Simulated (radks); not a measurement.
**Co in [Ar] 3d6 4s2 4p1: an all-electron calculation**

An exercise on one series of results from a longer session: the logs are not shown, and one member is left open.

The numbers are computed with radks (a radial shooting solver on a logarithmic mesh, Libxc functionals) version 1 (scalar-relativistic Kohn-Sham, MS2 meta-GGA, spin-unpolarised, spherical densities, finite nucleus), except any that are marked as measured or tabulated.

## The system

| Item | Value |
| --- | --- |
| element | cobalt (Z = 27) |
| charge | 0 |
| electrons | 27 |
| configuration | [Ar] 3d6 4s2 4p1 |
| nuclear rms radius | 3.7875 fm |

Outer shells as boxes (Hund's rule):

Co
```
[Ar] core
3d [↑↓][↑ ][↑ ][↑ ][↑ ]
4s [↑↓]
4p [↑ ][  ][  ]
```

The first run:

Input:

```text
Z 27
configuration [Ar] 3d6 4s2 4p1 5s0 4d0 5p0 4f0
relativity scalar-relativistic
functional ms2,regtpss
spin unpolarised
nucleus finite rms 3.7875 fm
c 137.035999084
```

Among the steps run: Self-consistent calculation.

One table of the session follows, with a row left open; its other results are not shown here.

It belongs to the step «Orbitals and density». From the orbitals of this run (lengths in bohr):

| level | <r> | outermost maximum (interpolated) | 90 % within | nodes |
| --- | --- | --- | --- | --- |
| 1s | 0.05615 | 0.0368 | 0.100 | 0 |
| 2s | 0.2546 | 0.212 | 0.394 | 1 |
| 2p | 0.2249 | 0.172 | 0.368 | 0 |
| 3s | 0.7660 | 0.667 | 1.14 | 2 |
| 3p | 0.8059 | 0.677 | 1.24 | 1 |
| 3d | 0.9833 | 0.659 | 1.69 | 0 |
| 4s | 2.643 | 2.17 | 3.99 | 3 |
| 4p | ? | ? | ? | ? |

Q: Estimate the row for 4p from the others.

**Answer.** <r>: 3.610; outermost maximum (interpolated): 2.79; 90 % within: 5.68; nodes: 2. In the column «<r>» it is the highest.
